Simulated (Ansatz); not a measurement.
# BaZn15O16: the cost of one run

Computed with Ansatz 0.2.0 (DFT, PBE, plane-wave PAW, default files, scalar-relativistic, as far as a step names no other, unless a step's input says otherwise).

### 1 The structure to begin with

It takes space group P3m1 (No. 156, trigonal). The conventional cell has a = 6.499 Å, b = 6.499 Å, c = 10.411 Å, α = 90.00°, β = 90.00°, γ = 120.00°. Ba (site symmetry 3m) has 4 O at 1.97 to 1.98 Å as nearest neighbours. Zn (site symmetry 3m) has 4 O at 1.97 to 1.98 Å as nearest neighbours. Zn (site symmetry m) has 4 O at 1.97 to 1.98 Å as nearest neighbours. Only part of the 16 independent sites is listed.

Coordinates:

```
Ba Zn O
1.0
     6.49862    0.00000    0.00000
    -3.24931    5.62797    0.00000
     0.00000    0.00000   10.41142
Ba Zn O
1 15 16
Direct
  0.16667 0.33333 0.25000
  0.16667 0.33333 0.75000
  0.16667 0.83333 0.25000
  0.16667 0.83333 0.75000
  0.66667 0.33333 0.25000
  0.66667 0.33333 0.75000
  0.66667 0.83333 0.25000
  0.66667 0.83333 0.75000
  0.33333 0.16667 0.00000
  0.33333 0.16667 0.50000
  0.33333 0.66667 0.00000
  0.33333 0.66667 0.50000
  0.83333 0.16667 0.00000
  0.83333 0.16667 0.50000
  0.83333 0.66667 0.00000
  0.83333 0.66667 0.50000
  0.33333 0.16667 0.18951
  0.33333 0.16667 0.68951
  0.33333 0.66667 0.18951
  0.33333 0.66667 0.68951
  0.83333 0.16667 0.18951
  0.83333 0.16667 0.68951
  0.83333 0.66667 0.18951
  0.83333 0.66667 0.68951
  0.16667 0.33333 0.43950
  0.16667 0.33333 0.93951
  0.16667 0.83333 0.43950
  0.16667 0.83333 0.93951
  0.66667 0.33333 0.43950
  0.66667 0.33333 0.93951
  0.66667 0.83333 0.43950
  0.66667 0.83333 0.93951
```

Atom 1 of the input is the impurity.

### 2 Single point at the given positions

input.yaml

```yaml
crystal:
  lattice:
    - [6.498616, 0.0, 0.0]
    - [-3.249308, 5.6279665454, 0.0]
    - [0.0, 0.0, 10.411418]
  atoms:
    - { symbol: Ba, position: [0.1666666666, 0.3333333334, 0.25] }
    - { symbol: Zn, position: [0.1666666666, 0.3333333334, 0.75] }
    - { symbol: Zn, position: [0.1666666666, 0.8333333334, 0.25] }
    - { symbol: Zn, position: [0.1666666666, 0.8333333334, 0.75] }
    - { symbol: Zn, position: [0.6666666666, 0.3333333334, 0.25] }
    - { symbol: Zn, position: [0.6666666666, 0.3333333334, 0.75] }
    - { symbol: Zn, position: [0.6666666666, 0.8333333334, 0.25] }
    - { symbol: Zn, position: [0.6666666666, 0.8333333334, 0.75] }
    - { symbol: Zn, position: [0.3333333334, 0.1666666666, 0.0] }
    - { symbol: Zn, position: [0.3333333334, 0.1666666666, 0.5] }
    - { symbol: Zn, position: [0.3333333334, 0.6666666666, 0.0] }
    - { symbol: Zn, position: [0.3333333334, 0.6666666666, 0.5] }
    - { symbol: Zn, position: [0.8333333334, 0.1666666666, 0.0] }
    - { symbol: Zn, position: [0.8333333334, 0.1666666666, 0.5] }
    - { symbol: Zn, position: [0.8333333334, 0.6666666666, 0.0] }
    - { symbol: Zn, position: [0.8333333334, 0.6666666666, 0.5] }
    - { symbol: O, position: [0.3333333334, 0.1666666666, 0.189505] }
    - { symbol: O, position: [0.3333333334, 0.1666666666, 0.689505] }
    - { symbol: O, position: [0.3333333334, 0.6666666666, 0.189505] }
    - { symbol: O, position: [0.3333333334, 0.6666666666, 0.689505] }
    - { symbol: O, position: [0.8333333334, 0.1666666666, 0.189505] }
    - { symbol: O, position: [0.8333333334, 0.1666666666, 0.689505] }
    - { symbol: O, position: [0.8333333334, 0.6666666666, 0.189505] }
    - { symbol: O, position: [0.8333333334, 0.6666666666, 0.689505] }
    - { symbol: O, position: [0.1666666666, 0.3333333334, 0.439505] }
    - { symbol: O, position: [0.1666666666, 0.3333333334, 0.939505] }
    - { symbol: O, position: [0.1666666666, 0.8333333334, 0.439505] }
    - { symbol: O, position: [0.1666666666, 0.8333333334, 0.939505] }
    - { symbol: O, position: [0.6666666666, 0.3333333334, 0.439505] }
    - { symbol: O, position: [0.6666666666, 0.3333333334, 0.939505] }
    - { symbol: O, position: [0.6666666666, 0.8333333334, 0.439505] }
    - { symbol: O, position: [0.6666666666, 0.8333333334, 0.939505] }
kpoints:
  mp_grid: { grid: [3, 3, 2] }
scf:
  occupations: { method: fermi_dirac, width: 0.01 }
hamiltonian:
  xc: pbe
  pseudopotentials: { kind: paw }
output:
  forces: true
  stress: true
  populations: true
  efg:
    quadrupole_moments_barn: { Ba: 0.236, Zn: 0.122, O: -0.02558 }
    contact_densities: true
  write_density: true
  write_potential: true
  elf: true
  volumetric_format: npy
```

Launch:

```sh
ansatz run input.yaml --threads 1 --pin off --max-ram 3072MiB --backend cpu --events-out ev --progress --plain --runs-dir out
```

What time and memory should one allow on 1 thread of Arm Neoverse V2, shared host?

About 71 s, with a peak of 0.86 GiB.
